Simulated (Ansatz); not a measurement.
# CH2OTe: one species, many methods

The task here is to estimate one member of a computed series from the others.

Program: Ansatz 0.2.0, Gaussian basis. Level of theory: functionals in def2-TZVPP, the program's frozen cores in correlated methods. These are calculated values, not measurements.

Plan: LDA (SPW92), PBE-D4, revPBE-D4, BLYP-D4, r2SCAN-D4, B97M-V, PBE0-D4, B3LYP-D4, r2SCANh-D4, r2SCAN0-D4, HSE06-D4, BHLYP-D4, CAM-B3LYP-D4, LC-ωPBE, ωB97X-V, ωB97M-V, B2PLYP, PBE-QIDH; CCSD(T)/def2-SVP; CCSD(T)/def2-TZVPP; MP2/def2-QZVPP; extrapolation to the limit; RPA on PBE.

## The relaxed structure

An earlier PBE0-D4 in a triple-zeta def2 set relaxation fixed the geometry. Te takes the def2 core potential; no spin-orbit term is included.

SMILES `O=C[TeH]`, 5 atoms, charge 0, spin multiplicity 1.

Atoms are counted from 1 here; the program's logs count them from 0.

Bond lengths: O1–C2 1.188 Å, C2–Te3 2.145 Å, C2–H4 1.106 Å, Te3–H5 1.658 Å. Angles: O1–C2–Te3 123.5°, O1–C2–H4 123.6°, Te3–C2–H4 112.8°, C2–Te3–H5 91.4°.

Set-up of the first run:

in.yaml reads:

```yaml
crystal:
  periodic: [false, false, false]
  atoms:
    - {symbol: O, position_ang: [-1.216351, -0.680240, 1.224661]}
    - {symbol: C, position_ang: [-0.592753, -0.307587, 0.284185]}
    - {symbol: Te, position_ang: [1.376946, 0.529255, 0.424498]}
    - {symbol: H, position_ang: [-0.965898, -0.355252, -0.756370]}
    - {symbol: H, position_ang: [1.448057, 0.740124, -1.218375]}
basis:
  gaussian: {orbitals: def2-TZVPP}
hamiltonian: {xc: lda}
output: {orbitals: {seedname: orbitals}}
```

The run is started by

```
> ansatz run in.yaml --threads 2 --pin off --events-out ev --progress --plain --max-ram 4352MiB
```

Among the steps run: LDA; PBE-D4 (GGA); revPBE-D4 (GGA); BLYP-D4 (GGA); r2SCAN-D4 (meta-GGA); B97M-V (meta-GGA); PBE0-D4 (hybrid); B3LYP-D4 (hybrid); r2SCANh-D4 (hybrid); r2SCAN0-D4 (hybrid); HSE06-D4 (hybrid); BHLYP-D4 (hybrid); CAM-B3LYP-D4 (range-separated); LC-ωPBE (range-separated); ωB97X-V (range-separated); ωB97M-V (range-separated); B2PLYP (double hybrid); PBE-QIDH (double hybrid).

One of the session's tables, all rows but one given; the rest of the session is left out.

It belongs to the step «Frontier levels by functional». 

| functional | HOMO (eV) | gap (eV) |
| --- | --- | --- |
| LDA (SPW92) | -6.14 | 3.57 |
| PBE-D4 | -5.96 | 3.64 |
| revPBE-D4 | -5.90 | 3.67 |
| BLYP-D4 | -5.80 | 3.62 |
| r2SCAN-D4 | -6.21 | 4.08 |
| B97M-V | -6.15 | 4.16 |
| PBE0-D4 | -6.96 | 5.70 |
| B3LYP-D4 | -6.76 | 5.26 |
| r2SCANh-D4 | -6.57 | 4.83 |
| r2SCAN0-D4 | -7.13 | 5.98 |
| HSE06-D4 | -6.57 | 4.92 |
| BHLYP-D4 | -7.84 | 7.44 |
| CAM-B3LYP-D4 | -8.17 | 7.95 |
| LC-ωPBE | -9.44 | 10.39 |
| ωB97X-V | ? | ? |
| ωB97M-V | -9.01 | 9.65 |

Estimate the missing values for ωB97X-V.

The run gave: HOMO (eV): -9.12; gap (eV): 9.94. In the column «HOMO (eV)» it lies between LC-ωPBE (-9.44) and ωB97M-V (-9.01).
